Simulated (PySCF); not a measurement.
# What single edits do to a PySCF run on MgSe

What does each single edit do to the base result for MgSe?

Program: PySCF 2.14.0. Level of theory: each script names its method and basis. These are calculated values, not measurements.

2 further runs of the same task are left out: 2 that didn't finish.

### Step 1. Starting geometry

MgSe: 2 atoms, charge 0, spin multiplicity 1.

Bond lengths: Mg1–Se2 2.297 Å.

### Step 2. Base script

Contents of input.py:

```python
from pyscf import gto, dft
from pyscf.geomopt.geometric_solver import optimize

mol = gto.M(
    atom='Mg 0 0 0; Se 0 0 2.297',
    basis='def2-svp',
    charge=0,
    spin=0,
    verbose=4,
)
mf = dft.RKS(mol, xc='revtpss')
mf.kernel()
g = mf.nuc_grad_method()
g.grid_response = True
mol_eq = optimize(g.as_scanner(), maxsteps=30)
print('optimised geometry (angstrom)')
print(mol_eq.tostring('raw'))
print('orbital energies (hartree):', mf.mo_energy[..., max(0, mol.nelec[1]-3):mol.nelec[0]+3].round(4))
```

The run is started by

```console
$ OMP_NUM_THREADS=1 python input.py
```

The log of this run is left out.

It gives: at the starting geometry E(SCF) = -2600.547811 Eh, 12 cycles, optimised bond 2.279 Å in 4 steps; the optimisation lowers the energy by 0.002 eV.

### Step 3. Gradient

Variant 1 changes step after the SCF: optimize → gradient.

Contents of input.py:

```python
from pyscf import gto, dft

mol = gto.M(
    atom='Mg 0 0 0; Se 0 0 2.297',
    basis='def2-svp',
    charge=0,
    spin=0,
    verbose=4,
)
mf = dft.RKS(mol, xc='revtpss')
mf.kernel()
g = mf.nuc_grad_method()
g.grid_response = True
g.kernel()
mf.dip_moment()
print('orbital energies (hartree):', mf.mo_energy[..., max(0, mol.nelec[1]-3):mol.nelec[0]+3].round(4))
```

The run is started by

```console
$ OMP_NUM_THREADS=1 python input.py
```

### Step 4. Electric field 0.005 a.u.

Variant 2 changes electric field: none → 0.005 a.u.; step after the SCF: optimize → analyze.

Contents of input.py:

```python
from pyscf import gto, dft

mol = gto.M(
    atom='Mg 0 0 0; Se 0 0 2.297',
    basis='def2-svp',
    charge=0,
    spin=0,
    verbose=4,
)
mf = dft.RKS(mol, xc='revtpss')
field = 0.005  # electric field along z, atomic units
h = mf.get_hcore() + field*mol.intor('int1e_r')[2]
mf.get_hcore = lambda *args: h
e_nuc = mol.energy_nuc() - field*mol.atom_charges() @ mol.atom_coords()[:, 2]
mf.energy_nuc = lambda *args: e_nuc
mf.kernel()
mf.analyze()
print('orbital energies (hartree):', mf.mo_energy[..., max(0, mol.nelec[1]-3):mol.nelec[0]+3].round(4))
```

What does the calculation give? Wanted: for each run, E(SCF); from base; gap; SCF dipole; after the SCF.

**Answer**, as computed:

| run | E(SCF) (hartree) | from base (eV) | cycles | gap (eV) | SCF dipole (D) | after the SCF |
| --- | --- | --- | --- | --- | --- | --- |
| base | -2600.547811 | 0 | 12 | 0.50 | n/a | bond 2.279 Å, -0.002 eV |
| gradient | -2600.547811 | 0.0000 | 12 | 0.50 | 6.97 | n/a |
| electric field 0.005 a.u. | -2600.535496 | +0.3351 | 12 | 0.28 | 5.54 | n/a |

SCF columns refer to the geometry typed in the script.

Distance from each run's final energy (log10 hartree) by cycle:

| run | cycle 1 | cycle 2 | cycle 3 | cycle 5 | cycle 8 | cycle 12 |
| --- | --- | --- | --- | --- | --- | --- |
| base | -0.8 | 0.5 | -1.1 | -2.0 | -4.7 | -11.0 |
| gradient | -0.8 | 0.5 | -1.1 | -2.0 | -4.7 | -11.0 |
| electric field 0.005 a.u. | -0.8 | 0.5 | -1.1 | -1.8 | -5.0 | -10.3 |

Total energies from different bases, Hamiltonians or methods carry different errors, so properties are taken as differences within one set-up.
